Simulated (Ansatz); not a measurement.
# CH₈S₂Si₂: basis-set convergence

Aim: see how fast density functionals converge with the basis set for CH₈S₂Si₂.

Method: one geometry, several basis sets; program: Ansatz 0.2.0, Gaussian basis.

The runs, in order: PBE0-D4/def2-SVP; ωB97M-V/def2-SVP; PBE0-D4/def2-QZVPP; ωB97M-V/def2-QZVPP; the functionals' def2-TZVPP values are taken from earlier runs.

### Step 1. The relaxed structure

An earlier PBE0-D4 in a triple-zeta def2 set relaxation fixed the geometry.

SMILES `[SiH3][SiH2]SCS`, 13 atoms, charge 0, spin multiplicity 1.

Atoms are counted from 1 here; the program's logs count them from 0.

Bond lengths: Si1–Si2 2.347 Å, Si1–H6 1.486 Å, Si1–H7 1.492 Å, Si1–H8 1.485 Å, Si2–S3 2.146 Å, Si2–H9 1.488 Å, Si2–H10 1.491 Å, S3–C4 1.811 Å, C4–S5 1.805 Å, C4–H11 1.091 Å, C4–H12 1.090 Å, S5–H13 1.343 Å. Angles: Si2–Si1–H6 110.2°, Si2–Si1–H7 109.0°, Si2–Si1–H8 111.6°, H6–Si1–H7 107.9°, H6–Si1–H8 109.8°, H7–Si1–H8 108.2°, Si1–Si2–S3 115.3°, Si1–Si2–H9 110.1°, Si1–Si2–H10 110.7°, S3–Si2–H9 102.6°, S3–Si2–H10 108.7°, H9–Si2–H10 109.1°, Si2–S3–C4 100.2°, S3–C4–S5 116.5°, S3–C4–H11 110.1°, S3–C4–H12 106.3°, S5–C4–H11 105.1°, S5–C4–H12 110.4° and more.

### Step 2. PBE0-D4 in def2-SVP

in.yaml

```yaml
crystal:
  periodic: [false, false, false]
  atoms:
    - {symbol: Si, position_ang: [-2.025721, -0.552043, -0.119382]}
    - {symbol: Si, position_ang: [0.135718, -1.444072, 0.082791]}
    - {symbol: S, position_ang: [1.670846, -0.369466, -0.962175]}
    - {symbol: C, position_ang: [1.849533, 1.069761, 0.122491]}
    - {symbol: S, position_ang: [0.343084, 1.993399, 0.488704]}
    - {symbol: H, position_ang: [-2.099740, 0.353580, -1.295740]}
    - {symbol: H, position_ang: [-2.993541, -1.666900, -0.335985]}
    - {symbol: H, position_ang: [-2.430580, 0.181302, 1.106769]}
    - {symbol: H, position_ang: [0.194566, -2.789510, -0.549314]}
    - {symbol: H, position_ang: [0.526174, -1.562429, 1.516642]}
    - {symbol: H, position_ang: [2.237554, 0.760651, 1.094193]}
    - {symbol: H, position_ang: [2.588060, 1.717696, -0.348436]}
    - {symbol: H, position_ang: [0.024446, 2.273332, -0.785560]}
basis:
  gaussian: {orbitals: def2-SVP}
hamiltonian: {xc: pbe0, dispersion: d4}
output: {orbitals: {seedname: orbitals}}
```

Started as:

```
ansatz run in.yaml --threads 4 --pin off --events-out ev --progress --plain --max-ram 10444MiB
```

Further steps of the session: ωB97M-V in def2-SVP; PBE0-D4 in def2-QZVPP; ωB97M-V in def2-QZVPP.

**Question.** What will the summary of the whole plan be? Wanted: PBE0-D4: double and triple zeta above quadruple; ωB97M-V: double and triple zeta above quadruple.

The runs gave:

```
                                       quantity           value
PBE0-D4: double and triple zeta above quadruple  15.56, 1.25 eV
ωB97M-V: double and triple zeta above quadruple  15.58, 1.19 eV
```

**Reading.** PBE0-D4 gains 14.31 eV from double to triple zeta, then 1.25 eV more. These are total energies; as a rule much of such shifts cancels in differences, which this series doesn't test. The LUMO of ωB97M-V is positive and keeps falling with the basis (1.65 to 0.99 eV): an unbound level that the basis holds in place.
